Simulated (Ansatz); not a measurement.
# Ag: response to strain

Aim: deform Ag (equal xx and yy strain of -2 %) and compute stress, forces and field gradients with LAPW, PAW and all-electron datasets made for the crystal.

Program: Ansatz 0.2.0. Level of theory: DFT LDA, scalar-relativistic. These are calculated values, not measurements.

**1. The structure to begin with**

Symmetry: P6_3/mmc, No. 194, hexagonal system. The conventional cell has a = 2.930 Å, b = 2.930 Å, c = 4.790 Å, α = 90.00°, β = 90.00°, γ = 120.00°. Ag (site symmetry -6m2) has 12 Ag at 2.93 Å as nearest neighbours.

As a file:

```xyz
2
Lattice="2.9300 0.0000 0.0000 -1.4650 2.5375 0.0000 0.0000 0.0000 4.7900" Properties=species:S:1:pos:R:3 pbc="T T T"
Ag    0.0000    1.6916    1.1975
Ag    1.4650    0.8458    3.5925
```

Atoms are numbered in the order of the input: Ag1, Ag2.

**2. After the deformation**

Space group P6_3/mmc before, P6_3/mmc after.

**3. LAPW, all electrons**

input.yaml reads:

```yaml
crystal:
  lattice:
    - [2.8713981188, 0.0, 0.0]
    - [-1.4356990594, 2.4867037153, 0.0]
    - [0.0, 0.0, 4.79]
  atoms:
    - { symbol: Ag, position: [0.3333333333, 0.6666666667, 0.25] }
    - { symbol: Ag, position: [0.6666666667, 0.3333333333, 0.75] }
kpoints:
  mp_grid: { grid: [14, 14, 8] }
  band_path:
    path:
      - [0.0, 0.0, 0.0]
      - [0.5, 0.0, 0.0]
      - [0.3333333333, 0.3333333333, 0.0]
      - [0.0, 0.0, 0.0]
      - [0.0, 0.0, 0.5]
      - [0.5, 0.0, 0.5]
      - [0.3333333333, 0.3333333333, 0.5]
      - [0.0, 0.0, 0.5]
      - [0.5, 0.0, 0.5]
    npoints: 5
scf:
  occupations: { method: fermi_dirac, width: 0.05 }
hamiltonian:
  xc: lda
  pseudopotentials: { kind: all_electron, lapw: { basis_error: 0.00025 } }
output:
  forces: true
  stress: true
  eigenvalues: true
```

The run is started by

```sh
> ansatz run input.yaml --threads 1 --pin off --max-ram 3072MiB --backend cpu --events-out ev --progress --plain --runs-dir out
```

**4. Frozen-core PAW**

input.yaml reads:

```yaml
crystal:
  lattice:
    - [2.8713981188, 0.0, 0.0]
    - [-1.4356990594, 2.4867037153, 0.0]
    - [0.0, 0.0, 4.79]
  atoms:
    - { symbol: Ag, position: [0.3333333333, 0.6666666667, 0.25] }
    - { symbol: Ag, position: [0.6666666667, 0.3333333333, 0.75] }
kpoints:
  mp_grid: { grid: [14, 14, 8] }
scf:
  occupations: { method: fermi_dirac, width: 0.05 }
hamiltonian:
  xc: lda
  pseudopotentials: { kind: paw }
output:
  forces: true
  stress: true
  eigenvalues: true
  efg: { contact_densities: true }
```

**5. All-electron PAW on datasets made for the crystal**

Edit input.yaml of step 4 so:

```diff
@@ -14,3 +14,3 @@
   xc: lda
-  pseudopotentials: { kind: paw }
+  pseudopotentials: { kind: all_electron, datasets: crystal }
 output:
```

(Steps that only read results are left out.)

What does the calculation give? Wanted: pressure; largest shear or deviatoric stress.

**Answer**, as computed:

| quantity | value |
| --- | --- |
| pressure | LAPW -7.20, PAW -7.20, crystal datasets -7.19 GPa |
| largest shear or deviatoric stress (LAPW) | 1.34 GPa |

**Reading.** The largest part of the stress beyond the pressure is 1.34 GPa in size, in the zz component; the atoms are carried along and not relaxed. No run of the undeformed cell stands beside it, so the pressure holds what the given cell had before the change. PAW: stress within 0.01 GPa of LAPW. Crystal datasets: stress within 0.01 GPa of LAPW.
